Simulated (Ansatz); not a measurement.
# LuGaAs2: the cost of one run

Computed with Ansatz 0.2.0 (reference: DFT, HSE06, plane waves, PAW, unless a step's input says otherwise).

## (1) The system as given

The structure is tetragonal, space group P4/mmm (No. 123). Conventional cell: a = 3.898 Å, b = 3.898 Å, c = 5.712 Å, α = 90.00°, β = 90.00°, γ = 90.00°. Around Ga (site symmetry 4/mmm) lie 6 As at 2.76 to 2.86 Å. As (site symmetry 4/mmm) is surrounded by 4 Lu at 2.76 Å and 2 Ga at 2.86 Å. Around Lu (site symmetry 4/mmm) lie 6 As at 2.76 to 2.86 Å. As (site symmetry 4/mmm) has 4 Ga at 2.76 Å and 2 Lu at 2.86 Å as nearest neighbours.

As a file:

```
Ga As Lu
1.0
     3.89763    0.00000    0.00000
     0.00000    3.89763    0.00000
     0.00000    0.00000    5.71187
Ga As Lu
1 2 1
Direct
  0.00000 0.00000 0.00000
  0.00000 0.00000 0.50000
  0.50000 0.50000 0.00000
  0.50000 0.50000 0.50000
```

## (2) Reference

Input file input.yaml:

```yaml
crystal:
  lattice:
    - [3.897630403, 0.0, 0.0]
    - [0.0, 3.897630403, 0.0]
    - [0.0, 0.0, 5.7118711213]
  atoms:
    - { symbol: Ga, position: [0.0, 0.0, 0.0] }
    - { symbol: As, position: [0.0, 0.0, 0.5] }
    - { symbol: Lu, position: [0.5, 0.5, 0.5] }
    - { symbol: As, position: [0.5, 0.5, 0.0] }
kpoints:
  mp_grid: { grid: [4, 4, 2] }
hamiltonian:
  xc: hse06
scf:
  occupations: { method: fermi_dirac, width: 0.02 }
  n_extra_bands: 5
output:
  forces: true
  stress: true
  eigenvalues: true
```

Launch:

```sh
$ ansatz run input.yaml --threads 4 --pin off --max-ram 3686MiB --backend cpu --events-out ev --progress --plain --runs-dir out
```

**Question.** How long does this run take on 4 threads of Arm Neoverse V1, shared host, and how much memory does it need?

About 49 s, with a peak of 1.3 GiB.
